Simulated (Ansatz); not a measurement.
# CAM-B3LYP/cc-pVDZ run of AlSiH5O2 (SMILES O[SiH2][O][AlH2])

Aim: the electronic atomisation energy of AlSiH5O2 at CAM-B3LYP/cc-pVDZ, from 5 runs. 

The calculation is run with Ansatz 0.2.0.

75 further runs of the same task are left out: 75 set aside as unsound or not needed. Runs told in other sessions of the task aren't counted.

**1. The molecule**

The species is AlSiH5O2 (9 atoms), meant as a singlet with charge 0. As SMILES, `O[SiH2][O][AlH2]`. Geometry: relaxed at PBE0-D4/def2-TZVP. This is one conformer, not always the lowest.

Bond lengths: O1–Si2 1.642 Å, Si2–O3 1.619 Å, O3–Al4 1.683 Å, O1–H5 0.958 Å, Si2–H6 1.480 Å, Si2–H7 1.487 Å, Al4–H8 1.580 Å, Al4–H9 1.579 Å. Some angles: O1–Si2–O3 112.5°, Si2–O3–Al4 173.6°, O1–Si2–H6 104.7°, O1–Si2–H7 110.2°, O3–Si2–H6 110.1°, O3–Si2–H7 107.6°, Si2–O1–H5 117.9°, O3–Al4–H8 117.8°, O3–Al4–H9 118.1°, H6–Si2–H7 111.8°.

**2. A single-point energy at CAM-B3LYP/cc-pVDZ**

run.yaml reads:

```yaml
basis:
  gaussian: {orbitals: cc-pVDZ}
crystal:
  periodic: [false, false, false]
  atoms:
    - {symbol: O, position_ang: [-0.795100, 1.829400, -0.898200]}
    - {symbol: Si, position_ang: [0.173000, 1.196700, 0.266900]}
    - {symbol: O, position_ang: [0.250800, -0.418900, 0.197700]}
    - {symbol: Al, position_ang: [0.325700, -2.080500, -0.060600]}
    - {symbol: H, position_ang: [-1.740800, 1.705800, -0.810900]}
    - {symbol: H, position_ang: [1.506100, 1.782800, 0.005000]}
    - {symbol: H, position_ang: [-0.337300, 1.564900, 1.614200]}
    - {symbol: H, position_ang: [-0.959500, -2.795700, -0.636800]}
    - {symbol: H, position_ang: [1.665600, -2.830600, 0.305400]}
magnetization: {spin_polarized: false}
accuracy: high
output: {orbitals: {seedname: orbitals}}
hamiltonian: {xc: {name: CAM-B3LYP}}
```

Run with:

```sh
$ ansatz run run.yaml --threads 1 --pin off --max-ram 3480MiB --events-out events.jsonl --progress --plain --runs-dir runs
```

What it wrote:

```text
Warning: RAYON_NUM_THREADS=1 ignored (pool sized by the plan → 1); use --threads N
Functional definition: CAM-B3LYP
  name "CAM-B3LYP"
  parameter alpha = 0.19
  parameter beta = 0.46
  parameter omega = 0.33/bohr
  parameter ac = 0.81
  exchange = (1 - alpha - beta)*b88_x + beta*b88_x_sr(omega) + alpha*exact_x + beta*exact_x_lr(omega)
  correlation = (1 - ac)*vwn5_c + ac*lyp_c
2017 factors; integrals over basis functions are off by at most 3.9e-9 eV
456 factors; integrals over basis functions are off by at most 2.2e-9 eV
mean field evaluation 1: about -18644.3635 eV, gradient 6.6e1 eV
mean field evaluation 2: about -18636.7447 eV, gradient 9.3e1 eV
mean field evaluation 4: about -18651.7670 eV, gradient 4.7e0 eV
mean field evaluation 8: about -18651.9099 eV, gradient 9.8e-2 eV
mean field evaluation 16: about -18651.9099 eV, gradient 7.5e-6 eV
mean field -18651.90992434 eV, -685.4450470009 hartree, gradient 7.1e-8 eV, S^2 0.000000; 0 other end points of the search recorded, 0 dependent functions left out
reference -18651.90994635 eV, -685.4450478098 hartree; 24, 24 occupied and 65, 65 virtual orbitals, 2017 factors
Total energy: -18651.90994635 eV, -685.4450478098 hartree
```

It took 11 s on 1 thread of Arm Neoverse V2, shared host; peak memory 0.35 GiB.

**3. The Al atom**

job.yaml reads:

```yaml
crystal:
  periodic: [false, false, false]
  atoms:
    - {symbol: Al, position_ang: [0.000000, 0.000000, 0.000000]}
basis:
  gaussian:
    orbitals: cc-pVDZ
magnetization:
  spin_polarized: true
  initial_magnetization: 1
hamiltonian:
  xc: {name: CAM-B3LYP}
accuracy: high
```

Run with:

```sh
$ ansatz run job.yaml --threads 1 --pin off --max-ram 3480MiB --events-out events.jsonl --progress --plain --runs-dir runs
```

What it wrote:

```text
Warning: RAYON_NUM_THREADS=1 ignored (pool sized by the plan → 1); use --threads N
Functional definition: CAM-B3LYP
  name "CAM-B3LYP"
  parameter alpha = 0.19
  parameter beta = 0.46
  parameter omega = 0.33/bohr
  parameter ac = 0.81
  exchange = (1 - alpha - beta)*b88_x + beta*b88_x_sr(omega) + alpha*exact_x + beta*exact_x_lr(omega)
  correlation = (1 - ac)*vwn5_c + ac*lyp_c
144 factors; integrals over basis functions are off by at most 3.2e-9 eV
77 factors; integrals over basis functions are off by at most 9.9e-10 eV
mean field evaluation 1: about -6594.9801 eV, gradient 1.5e0 eV
mean field evaluation 2: about -6595.0251 eV, gradient 5.0e-1 eV
mean field evaluation 4: about -6595.0330 eV, gradient 3.9e-2 eV
mean field evaluation 8: about -6595.0330 eV, gradient 1.7e-4 eV
mean field evaluation 16: about -6595.0330 eV, gradient 3.5e-8 eV
mean field -6595.03300583 eV, -242.3629926902 hartree, gradient 3.5e-8 eV, S^2 0.754781; 0 other end points of the search recorded, 0 dependent functions left out
reference -6595.03301611 eV, -242.3629930680 hartree; 7, 6 occupied and 11, 12 virtual orbitals, 144 factors
Total energy: -6595.03301611 eV, -242.3629930680 hartree
```

It took 0.8 s on 1 thread of Arm Neoverse V2, shared host.

**4. The H atom**

molecule.yaml reads:

```yaml
crystal:
  periodic: [false, false, false]
  atoms:
    - {symbol: H, position_ang: [0.000000, 0.000000, 0.000000]}
basis:
  gaussian:
    orbitals: cc-pVDZ
magnetization:
  spin_polarized: true
  initial_magnetization: 1
hamiltonian:
  xc: {name: CAM-B3LYP}
accuracy: high
```

Run the same way, it converges to -0.49789 Eh (log not shown).

**5. The O atom at the same level**

molecule.yaml reads:

```yaml
crystal:
  periodic: [false, false, false]
  atoms:
    - {symbol: O, position_ang: [0.000000, 0.000000, 0.000000]}
basis:
  gaussian:
    orbitals: cc-pVDZ
magnetization:
  spin_polarized: true
  initial_magnetization: 2
hamiltonian:
  xc: {name: CAM-B3LYP}
accuracy: high
```

Run the same way, it converges to -75.04490 Eh (log not shown).

**6. The Si atom, same level**

job.yaml reads:

```yaml
crystal:
  periodic: [false, false, false]
  atoms:
    - {symbol: Si, position_ang: [0.000000, 0.000000, 0.000000]}
basis:
  gaussian:
    orbitals: cc-pVDZ
magnetization:
  spin_polarized: true
  initial_magnetization: 2
hamiltonian:
  xc: {name: CAM-B3LYP}
accuracy: high
```

Run with:

```sh
$ ansatz run job.yaml --threads 1 --pin off --max-ram 3480MiB --events-out events.jsonl --progress --plain --runs-dir runs
```

What it wrote:

```text
Warning: RAYON_NUM_THREADS=1 ignored (pool sized by the plan → 1); use --threads N
Functional definition: CAM-B3LYP
  name "CAM-B3LYP"
  parameter alpha = 0.19
  parameter beta = 0.46
  parameter omega = 0.33/bohr
  parameter ac = 0.81
  exchange = (1 - alpha - beta)*b88_x + beta*b88_x_sr(omega) + alpha*exact_x + beta*exact_x_lr(omega)
  correlation = (1 - ac)*vwn5_c + ac*lyp_c
144 factors; integrals over basis functions are off by at most 3.2e-9 eV
76 factors; integrals over basis functions are off by at most 5.6e-10 eV
mean field evaluation 1: about -7874.1972 eV, gradient 2.0e0 eV
mean field evaluation 2: about -7874.2444 eV, gradient 5.0e-1 eV
mean field evaluation 4: about -7874.2490 eV, gradient 8.6e-2 eV
mean field evaluation 8: about -7874.2491 eV, gradient 2.9e-4 eV
mean field evaluation 16: about -7874.2491 eV, gradient 4.5e-9 eV
mean field -7874.24906536 eV, -289.3733157944 hartree, gradient 4.5e-9 eV, S^2 2.003539; 0 other end points of the search recorded, 0 dependent functions left out
reference -7874.24907566 eV, -289.3733161727 hartree; 8, 6 occupied and 10, 12 virtual orbitals, 144 factors
Total energy: -7874.24907566 eV, -289.3733161727 hartree
```

Run time: 0.66 s. Hardware: 1 thread of Arm Neoverse V2, shared host.

**7. Summary of results**

At CAM-B3LYP/cc-pVDZ:

| quantity | value |
| --- | --- |
| molecule: total energy | -685.44505 Eh |
| molecule: HOMO energy | -9.56 eV |
| molecule: LUMO energy | -0.20 eV |
| molecule: HOMO–LUMO gap | 9.36 eV |
| Al atom: total energy | -242.36299 Eh |
| Al atom: ⟨S²⟩ | 0.755 |
| H atom: total energy | -0.49789 Eh |
| H atom: ⟨S²⟩ | 0.750 |
| O atom: total energy | -75.04490 Eh |
| O atom: ⟨S²⟩ | 2.002 |
| Si atom: total energy | -289.37332 Eh |
| Si atom: ⟨S²⟩ | 2.004 |
| electronic atomisation energy | 30.734 eV |

What this shows: Taking the molecule apart into free atoms costs 30.73 eV (2965 kJ/mol), before zero-point energy and without spin-orbit coupling.
